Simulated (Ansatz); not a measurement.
What does this script print? It uses Ansatz 0.2.0 through its Python package.

`torsion_h5pssn.py`
```python
'''Rigid torsion scan of H5PSSn.'''

import logging
import sys

import ansatz as az
from ase import Atoms

logging.basicConfig(stream=sys.stdout, format='%(name)s: %(message)s')
logger = logging.getLogger('ansatz_job')
logger.setLevel(logging.INFO)

BASIS = 'def2-SVP'
XC = 'PBE0'
FORCE_TOL = 0.02


def main() -> None:
    atoms = Atoms(['P', 'Sn', 'S', 'H', 'H', 'H', 'H', 'H'], positions=[
        [-1.0694, 0.6577, -1.5796],
        [0.4875, -0.0002, 0.1646],
        [0.1816, -2.3526, 0.6011],
        [-2.1946, 0.6089, -0.7148],
        [-0.9204, 2.1127, -1.3568],
        [0.1869, 0.9302, 1.6273],
        [2.1524, 0.3074, -0.3802],
        [1.2682, -2.3212, 1.5825],
    ])

    # relax first, so that the scan starts from a minimum
    first = (
        az.Crystal.molecule_from_ase(atoms).calculation()
        .basis(gaussian=BASIS)
        .functional(XC)
        .relax(force_tolerance=FORCE_TOL, max_steps=80)
    )
    atoms.positions = first.run().report['positions_ang']

    start = atoms.get_dihedral(2, 1, 0, 3)
    energies = {}
    for turn in range(0, 360, 40):
        turned = atoms.copy()
        turned.set_dihedral(2, 1, 0, 3, start + turn, indices=[0, 3, 4])
        job = (
            az.Crystal.molecule_from_ase(turned).calculation()
            .basis(gaussian=BASIS)
            .functional(XC)
        )
        energies[round((start + turn) % 360)] = job.run().report['free_energy_ev']
    floor = min(energies.values())
    logger.info('dihedral S2-Sn1-P0-H3 (deg)   E - E(min) (kJ/mol)')
    for angle, e in sorted(energies.items()):
        logger.info(f'{angle:8d} {96.485332 * (e - floor):14.3f}  ' + '#' * int(30 * (e - floor) / max(max(energies.values()) - floor, 1e-9)))


if __name__ == '__main__':
    main()
```

Output of `python torsion_h5pssn.py`:
```text
ansatz_job: dihedral S2-Sn1-P0-H3 (deg)   E - E(min) (kJ/mol)
ansatz_job:        3          2.743  ###########################
ansatz_job:       43          2.304  #######################
ansatz_job:       83          0.500  #####
ansatz_job:      123          2.216  ######################
ansatz_job:      163          2.949  ##############################
ansatz_job:      203          2.114  #####################
ansatz_job:      243          2.623  ##########################
ansatz_job:      283          0.610  ######
ansatz_job:      323          0.000
```

Caveats:
- The scan is rigid and the energies are electronic, in a modest basis. With rigid groups the curve can differ much from the relaxed path, the start wasn't checked as a minimum of this torsion, and equivalent turns needn't return to the same energy.
- def2 sets replace the cores of elements past krypton by effective core potentials.
- Wall time of the script: 71 s on 1 thread of Arm Neoverse V2 (shared host), peak memory 0.26 GiB.
